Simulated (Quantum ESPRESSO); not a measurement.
CuF3, 4 atoms in the cell. It takes space group Pm-3m (No. 221, cubic). Conventional cell: a = 3.765 Å, b = 3.765 Å, c = 3.765 Å, α = 90.00°, β = 90.00°, γ = 90.00°. Cu (site symmetry m-3m) is surrounded by 6 F at 1.88 Å. Around F (site symmetry 4/mmm) lie 2 Cu at 1.88 Å. The cell comes from a database or a generator and needn't be the stable form of this composition.

| Property | Result |
| --- | --- |
| Program | Quantum ESPRESSO 7.5 |
| Task | phonons |
| Functional | LDA |
| Potentials or basis | GBRV 1.5 LDA |
| Cutoff | 762 eV |
| Density cutoff | 6095 eV |
| k mesh | 2 × 2 × 2 |
| Occupations | fermi-dirac, width 0.05 eV |
| Spin | no spin polarisation |
| Form of the LDA correlation | PZ81 |
| Mixing beta | 0.5 |
| Most SCF iterations | 120 |
| SCF threshold | 8e-10 Ry |

Potentials or basis: GBRV 1.5 LDA.

Launch:

```sh
$ OMP_NUM_THREADS=1 pw.x -in pw.in > pw.out
$ OMP_NUM_THREADS=1 pw.x -in scf2.in > scf2.out
$ OMP_NUM_THREADS=1 ph.x -in ph.in > ph.out
$ OMP_NUM_THREADS=1 dynmat.x -in dynmat.in > dynmat.out
```

Hardware: 1 thread of Intel(R) Xeon(R) Processor @ 2.50GHz (Skylake/Cascade Lake) (shared host).

Q: How long does it take, and how much memory?

A: Run time: 8.7 min on 1 thread of Intel(R) Xeon(R) Processor @ 2.50GHz (Skylake/Cascade Lake), with other jobs on the host, peak memory 0.26 GiB. Counts: scf iterations 29, k pools 1, bands 28, k points 4, g dense 57747.
